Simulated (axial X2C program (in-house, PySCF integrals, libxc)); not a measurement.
**TaBe: properties at the nuclei**

Wanted for TaBe: properties at the nuclei, at the two-component level.

Computed with an in-house X2C program for linear molecules on PySCF integrals. Level: two-component X2C with atomic mean-field terms, Ta dyall-cv3z, Be dyall-cv3z.

All values are calculated.

## Step 1: Input

Contents of task.json:

```json
{
 "zs": [
  73,
  4
 ],
 "q": 0,
 "bas": [
  "dyall-cv3z",
  "dyall-cv3z"
 ],
 "r0": 2.48,
 "levels": [
  "PBE0",
  "HF",
  "PBE50",
  "TPSSh",
  "B3LYP"
 ],
 "nst": 3
}
```

Keys: zs atomic numbers; q charge; bas basis sets; r0 starting distance in Å; levels methods (HF also brings MP2); nst determinants followed.

On the command line:

```console
$ python soeom.py task.json out
```

After this run come: Expectation values, lowest determinant; Expectation values, a higher determinant; Expectation values, a higher determinant.

What does the calculation give? Wanted: lowest determinant; Eeff magnitude; Ws magnitude Ta; A∥/gI Ta; qzz Ta; higher determinant (for each run or level that gives them).

As calculated:

```
                                        quantity                                                      value
                              lowest determinant                    Ω = 1/2 (excess of +ω over −ω: ω = 1/2)
                    Eeff magnitude (GV/cm), PBE0                                                       31.5
                     Ws magnitude Ta (kHz), PBE0                                                       56.6
                            A∥/gI Ta (MHz), PBE0                                                       5420
                             qzz Ta (a.u.), PBE0                                                      -4.43
                              higher determinant  Ω = 9/2 (excess of +ω over −ω: ω = 1/2, ω = 3/2, ω = 5/2)
Eeff magnitude (GV/cm), PBE0, higher determinant                                                       30.7
 Ws magnitude Ta (kHz), PBE0, higher determinant                                                        6.1
        A∥/gI Ta (MHz), PBE0, higher determinant                                                       1030
         qzz Ta (a.u.), PBE0, higher determinant                                                      -4.86
                              higher determinant                    Ω = 5/2 (excess of +ω over −ω: ω = 5/2)
Eeff magnitude (GV/cm), PBE0, higher determinant                                                       30.6
 Ws magnitude Ta (kHz), PBE0, higher determinant                                                       11.1
        A∥/gI Ta (MHz), PBE0, higher determinant                                                       1490
         qzz Ta (a.u.), PBE0, higher determinant                                                       1.90
```

**Reading.** In the first state, the effective field runs from 29.5 to 35.4 GV/cm over the mean-field levels. The expectation values come from single determinants, which for open shells can mix terms of unlike spin or miss the lowest Ω, so a determinant need not be a state. Eeff is the effective electric field on the electron dipole moment in this Ω state and Ws the scalar–pseudoscalar constant (defined with the proton number Z and per Ω); A∥ is the parallel hyperfine constant, which follows by multiplying with the nuclear g factor gI = μI/(I μN); qzz is the electric field gradient, eQq0 = 234.96 MHz × Q/barn × qzz; μ is positive if Be is the positive end. The operators were transformed with the bare-nucleus X2C matrices.
